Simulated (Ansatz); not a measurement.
# C4H6I: the cost of one run

Computed with Ansatz 0.2.0 (the levels named in each step, unless a step's input says otherwise).

### Step 1. The structure to begin with

Bond lengths: C1–C2 1.368 Å, C2–C3 1.509 Å, C2–C4 1.382 Å, C4–I5 2.085 Å, C1–H6 1.074 Å, C1–H7 1.075 Å, C3–H8 1.087 Å, C3–H9 1.097 Å, C3–H10 1.080 Å, C4–H11 1.075 Å. Angles (14 of 15 angles, heavy atoms first): C1–C2–C3 118.7°, C1–C2–C4 124.8°, C3–C2–C4 116.6°, C2–C4–I5 124.9°, C2–C1–H6 120.8°, C2–C1–H7 121.9°, C2–C3–H8 111.6°, C2–C3–H9 109.7°, C2–C3–H10 110.1°, C2–C4–H11 121.9°, I5–C4–H11 113.2°, H6–C1–H7 117.3°, H8–C3–H9 108.4°, H8–C3–H10 108.8°.

As a file:

```xyz
11

C    -1.8893    1.7334    0.0920
C    -2.0834    0.4120   -0.2035
C    -3.4853   -0.0675   -0.4886
C    -1.0810   -0.5378   -0.2644
I     0.9387   -0.1652    0.0958
H    -2.7166    2.4181    0.1226
H    -0.9128    2.1314    0.2997
H    -3.5067   -1.1318   -0.7070
H    -4.1254    0.1211    0.3820
H    -3.8973    0.4691   -1.3305
H    -1.2853   -1.5647   -0.5084
```

### Step 2. A rough first relaxation, PBE-D4/def2-SVP

Contents of input.yaml:

```yaml
crystal:
  periodic: [false, false, false]
  atoms:
    - { symbol: C, position_ang: [-1.88934, 1.73338, 0.09197] }
    - { symbol: C, position_ang: [-2.08339, 0.41198, -0.20351] }
    - { symbol: C, position_ang: [-3.48534, -0.0675, -0.4886] }
    - { symbol: C, position_ang: [-1.08098, -0.53784, -0.26441] }
    - { symbol: I, position_ang: [0.93875, -0.16519, 0.09582] }
    - { symbol: H, position_ang: [-2.71658, 2.41811, 0.12256] }
    - { symbol: H, position_ang: [-0.9128, 2.13137, 0.29968] }
    - { symbol: H, position_ang: [-3.50675, -1.13183, -0.70698] }
    - { symbol: H, position_ang: [-4.12539, 0.12115, 0.38198] }
    - { symbol: H, position_ang: [-3.89733, 0.46913, -1.33048] }
    - { symbol: H, position_ang: [-1.28533, -1.5647, -0.50839] }
magnetization:
  spin_polarized: true
  initial_magnetization: 1
basis:
  gaussian: { orbitals: def2-SVP }
hamiltonian:
  xc: pbe
  dispersion: d4
relax:
  f_tol: 0.03
  max_steps: 200
```

Launch:

```sh
ansatz run input.yaml --threads 4 --pin off --max-ram 10240MiB --backend cpu --events-out ev --progress --plain --runs-dir out
```

**Question.** How long does this run take on 4 threads of Arm Neoverse N1, shared host, and how much memory does it need?

About 16 s, with a peak of 0.19 GiB.
